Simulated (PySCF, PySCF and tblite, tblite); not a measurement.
# C6H13AlOSi: conformers and averaged spectra, part 2 of 2

PySCF and tblite. Atoms count from 0. The steps go on from the part before.

### Step 4. Shieldings, conformer 2: PBE0/6-31G*

What the job is given:

```
{"job": {"xc": "PBE0", "basis": "6-31G*", "kind": "nmr", "pop": false}, "charge": 0, "multiplicity": 1}
C      1.902323    -2.370847    -0.733313
C      1.898190    -1.149547    -0.182197
O      3.075546    -0.627065     0.294179
C      2.944111     0.667491     0.811096
Al     0.083169    -0.318047    -0.150285
C     -0.549296     1.487114     0.484263
C     -1.892891     1.681806    -0.249481
Si    -2.862701     0.038114    -0.321997
C     -1.548892    -1.250312    -0.829031
H      0.971426    -2.779046    -1.100353
H      2.787760    -2.979662    -0.832507
H      2.177740     0.699435     1.600272
H      3.911487     0.947337     1.227189
H      2.663643     1.378984     0.021543
H     -0.757523     1.456469     1.566704
H      0.085697     2.372513     0.345316
H     -2.481669     2.475176     0.215917
H     -1.693201     2.007414    -1.273687
H     -3.399907    -0.269569     1.014507
H     -3.986809     0.159050    -1.263230
H     -1.783514    -2.231469    -0.410837
H     -1.555100    -1.375955    -1.916465
```

Standard output:

```text
coarse grid: 18912 points
cycle   1  E = -842.9008782487  dE =  8.328e-01  |g| = 7.109e-01  |ddm| = 4.131e+00
cycle   2  E = -842.8232951958  dE =  7.758e-02  |g| = 9.190e-01  |ddm| = 1.514e+00
cycle   3  E = -843.0235127657  dE = -2.002e-01  |g| = 9.923e-02  |ddm| = 8.869e-01
cycle   4  E = -843.0251548496  dE = -1.642e-03  |g| = 4.087e-02  |ddm| = 9.569e-02
cycle   5  E = -843.0255263073  dE = -3.715e-04  |g| = 8.751e-03  |ddm| = 4.022e-02
cycle   6  E = -843.0255414849  dE = -1.518e-05  |g| = 4.523e-03  |ddm| = 1.256e-02
cycle   7  E = -843.0255466514  dE = -5.167e-06  |g| = 9.639e-04  |ddm| = 4.780e-03
final grid: 172112 points
cycle   8  E = -842.9330410916  dE = -2.242e-05  |g| = 1.137e-02  |ddm| = 2.531e-02
cycle   9  E = -842.9330188391  dE =  2.225e-05  |g| = 1.544e-02  |ddm| = 2.190e-02
cycle  10  E = -842.9330720007  dE = -5.316e-05  |g| = 1.658e-03  |ddm| = 1.239e-02
cycle  11  E = -842.9330726143  dE = -6.137e-07  |g| = 2.329e-04  |ddm| = 1.618e-03
cycle  12  E = -842.9330726231  dE = -8.783e-09  |g| = 1.335e-04  |ddm| = 3.157e-04
cycle  13  E = -842.9330726279  dE = -4.761e-09  |g| = 3.040e-05  |ddm| = 1.428e-04
cycle  14  E = -842.9330726281  dE = -2.292e-10  |g| = 1.096e-05  |ddm| = 3.750e-05
converged SCF energy = -842.9330726281

GIAO shielding tensors (ppm)
atom      isotropic    diamagn.    paramagn.     s11        s22        s33       span
  0 C       83.782     260.571    -176.789    -15.536    102.653    164.229    179.765
  1 C       24.787     253.630    -228.843    -53.943     24.501    103.803    157.746
  2 O      227.074     386.855    -159.781     99.252    288.122    293.849    194.597
  3 C      133.249     250.175    -116.926    106.723    113.552    179.471     72.748
  4 Al     340.374     801.168    -460.794    297.432    355.525    368.165     70.733
  5 C      182.032     247.260     -65.227    176.766    180.199    189.132     12.366
  6 C      185.653     245.283     -59.630    176.959    185.121    194.880     17.921
  7 Si     433.866     881.901    -448.036    393.917    437.502    470.177     76.260
  8 C      209.274     248.401     -39.127    193.552    208.826    225.446     31.894
  9 H       27.367      33.793      -6.426     24.407     26.215     31.480      7.073
 10 H       27.018      28.830      -1.812     24.682     25.688     30.684      6.002
 11 H       28.492      31.071      -2.579     25.211     28.289     31.976      6.765
 12 H       28.341      29.513      -1.172     24.336     27.394     33.293      8.956
 13 H       28.428      30.830      -2.402     25.173     27.618     32.492      7.319
 14 H       31.692      31.561       0.131     26.857     30.334     37.885     11.028
 15 H       31.083      31.412      -0.329     25.620     30.245     37.383     11.763
 16 H       30.879      28.881       1.998     25.186     28.852     38.599     13.412
 17 H       31.657      30.286       1.370     27.105     29.726     38.139     11.034
 18 H       27.976      30.484      -2.508     24.434     25.810     33.685      9.251
 19 H       27.608      29.277      -1.669     23.923     25.444     33.457      9.535
 20 H       32.611      30.304       2.307     26.908     29.691     41.233     14.325
 21 H       32.884      30.416       2.468     27.361     29.826     41.464     14.104
```

Run time: 26 s. Hardware: 1 thread of AMD EPYC 7R43, shared host; peak memory 0.81 GiB.

In short: HOMO -6.42 eV, LUMO -1.09 eV; dipole 0.95 D.

### Step 5. The ensemble: properties at PBE0/6-31G*

What the job is given:

```
{"job": {"study": "conf", "smiles": "C=[C](OC)[Al]1[CH2]C[SiH2][CH2]1", "search": {"seed": 7279, "n_embed": 150, "ff_keep": 22, "window": 3.0, "nmax": 10, "temps": [200, 250, 298.15, 350, 400], "t_ref": 298.15, "order": 0.002}, "level": {"nmr": {"xc": "PBE0", "basis": "6-31G*"}}, "kind": "conf"}, "charge": 0, "multiplicity": 1}
C      1.323256    -2.291917     1.462363
C      1.657979    -1.287868     0.640174
O      2.967834    -1.141154     0.257197
C      3.188561    -0.039878    -0.579667
Al     0.076847    -0.177445     0.141806
C     -1.791077    -0.702417     0.670654
C     -2.692921     0.136533    -0.257907
Si    -1.958245     1.877926    -0.520391
C     -0.105146     1.548057    -0.858237
H      0.286638    -2.397925     1.752029
H      2.028621    -3.008540     1.853936
H      4.238540    -0.062331    -0.870069
H      2.556255    -0.095973    -1.477555
H      2.970964     0.901861    -0.057181
H     -2.084029    -1.758815     0.621939
H     -1.993004    -0.398942     1.710004
H     -2.757291    -0.358980    -1.229792
H     -3.713343     0.188107     0.127618
H     -2.651316     2.567251    -1.620374
H     -2.118892     2.670999     0.710525
H      0.056003     1.452496    -1.937630
H      0.503355     2.398341    -0.540291
```

Standard output:

```text
conformer  sym    E(xTB)   E(DFT)   G(298.15 K)  weight  dipole/D
    1     C1      0.033    0.118    0.000   0.5069    0.761
    2     C1      0.000    0.000    0.016   0.4931    0.950

mean shielding (ppm) by class
class atoms           200 K      250 K   298.15 K      350 K      400 K
  0 C  0             83.845     83.846     83.847     83.847     83.847
  1 C  1             24.671     24.669     24.668     24.667     24.666
  2 O  2            226.825    226.821    226.818    226.816    226.815
  3 C  3            133.199    133.198    133.198    133.198    133.197
  4 Al 4            340.669    340.674    340.677     340.68    340.681
  5 C  5            184.336    184.378    184.403     184.42    184.431
  6 C  6            186.556    186.573    186.583    186.589    186.594
  7 Si 7            432.566    432.542    432.528    432.518    432.512
  8 C  8            206.837    206.792    206.766    206.748    206.736
  9 H  9             27.458      27.46     27.461     27.461     27.462
 10 H  10            27.007     27.007     27.007     27.007     27.007
 11 H  11,12,13      28.391      28.39      28.39      28.39      28.39
 12 H  14,15          31.44     31.441     31.442     31.442     31.443
 13 H  16,17         31.313     31.313     31.314     31.314     31.314
 14 H  18,19         27.767     27.767     27.767     27.767     27.766
 15 H  20,21         32.666     32.665     32.664     32.663     32.663
```

Wall time 82 s (1 thread of AMD EPYC 7R43, shared host). This counts the runs that the step sums up.

The search (ETKDG and KDG, UFF, GFN2-xTB) embedded 150 structures, kept 4 distinct ones after the force field and 2 after xTB; 2 were carried on (window 3.0 kcal/mol at the search's own energies). Energies: PBE0/6-31G* with D3(BJ).

The conformers at 298 K:

| no. | group | mirror pair | ΔE xTB | ΔE DFT | ΔG | weight (%) | μ (D) | Al4–C1–O2–C3 (°) | O2–C1–Al4–C5 (°) | A, B, C (GHz) |
| --- | --- | --- | --- | --- | --- | --- | --- | --- | --- | --- |
| 1 | C1 | yes | 0.03 | 0.12 | 0.00 | 50.7 | 0.76 | 1 | 173 | 2.13, 0.66, 0.52 |
| 2 | C1 | yes | 0.00 | 0.00 | 0.02 | 49.3 | 0.95 | -2 | 3 | 2.19, 0.65, 0.52 |

Energies in kcal/mol. ΔG holds xTB vibrations and rotation, symmetry numbers and mirror pairs.

Weights (%) by temperature:

| no. | 200 K | 250 K | 298 K | 350 K | 400 K |
| --- | --- | --- | --- | --- | --- |
| 1 | 49.3 | 50.2 | 50.7 | 51.1 | 51.3 |
| 2 | 50.7 | 49.8 | 49.3 | 48.9 | 48.7 |

How the weights hang on the way they are made:

| scheme | 1 | 2 | mean μ (D) |
| --- | --- | --- | --- |
| DFT free energy | 51 | 49 | 0.85 |
| DFT energy, symmetry counted | 45 | 55 | 0.86 |
| DFT energy alone | 45 | 55 | 0.86 |
| xTB energy, symmetry counted | 49 | 51 | 0.86 |
| xTB free energy | 54 | 46 | 0.85 |
| lowest conformer only | 100 | 0 | 0.76 |
| equal weights | 50 | 50 | 0.85 |
| conformers found from three starts alone | 100 | 0 | 0.76 |

Shifts against references run at the same level (¹H TMS 32.41, ¹³C TMS 196.4, ¹⁷O H2O 326.0, ²⁹Si TMS 415.5 ppm of shielding), by class of atoms, at 298 K:

| atoms | environment | no. 1 | no. 2 | average |
| --- | --- | --- | --- | --- |
| C1 | alkene carbon bearing oxygen | 171.8 | 171.6 | 171.7 |
| C0 | β carbon of an enol-ether or enamine type C=C | 112.5 | 112.6 | 112.5 |
| C3 | methyl carbon bonded to O | 63.2 | 63.1 | 63.2 |
| C5 | sp3 CH2 bonded to Al | 9.7 | 14.4 | 12.0 |
| C6 | sp3 CH2 bonded to Si | 8.9 | 10.7 | 9.8 |
| C8 | sp3 CH2 bonded to Al and Si | -7.9 | -12.9 | -10.4 |
| H10 | hydrogen on a β carbon of an enol-ether or enamine type C=C | 5.42 | 5.39 | 5.40 |
| H9 | hydrogen on a β carbon of an enol-ether or enamine type C=C | 4.86 | 5.04 | 4.95 |
| H18, H19 | hydrogen on a silicon bonded to 2 C, in a 5-membered ring | 4.67 | 4.62 | 4.64 |
| H11, H12, H13 | hydrogen on a methyl carbon bonded to O | 4.05 | 3.99 | 4.02 |
| H16, H17 | hydrogen on an sp3 CH2 bonded to Si | 1.05 | 1.14 | 1.10 |
| H14, H15 | hydrogen on an sp3 CH2 bonded to Al | 0.92 | 1.02 | 0.97 |
| H20, H21 | hydrogen on an sp3 CH2 bonded to Al and Si | -0.17 | -0.34 | -0.25 |
| O2 | ether oxygen | 99.4 | 98.9 | 99.1 |
| Al4 | aluminium bonded to 3 C, in a 5-membered ring | 341.0 (σ) | 340.4 (σ) | 340.7 (σ) |
| Si7 | silicon bonded to 2 C, 2 H, in a 5-membered ring | -15.7 | -18.4 | -17.0 |

Effective distances for nuclear Overhauser effects, ⟨r⁻⁶⟩^(−1/6) over all pairs of two classes (Å): H9···H10 1.85; H14···H16 2.55; H16···H18 3.12; H18···H20 3.13; H9···H14 3.16; H9···H20 3.30; H11···H14 3.58; H11···H20 3.70.

### Step 6. What came out

This closing draws on all 2 parts.

```
                          quantity                                                value
                        conformers  2; the first in weight is no. 1 (C1), 51 % at 298 K
           root-mean-square dipole                                               0.86 D
 averaged ¹³C shifts (PBE0/6-31G*)             171.7, 112.5, 63.2, 12.0, 9.8, -10.4 ppm
  averaged ¹H shifts (PBE0/6-31G*)        5.40, 4.95, 4.64, 4.02, 1.10, 0.97, -0.25 ppm
averaged ²⁹Si shifts (PBE0/6-31G*)                                            -17.0 ppm
```

Conformer 1 leads with 51 % at 298 K, and its share goes from 49 % at 200 K to 51 % at 400 K. It is not the lowest in DFT energy (no. 2 is): thermal terms favour it. Among conformers over 5 %, C8 differs by 4.9 ppm, while the average moves by 0.1 ppm from 200 to 400 K.
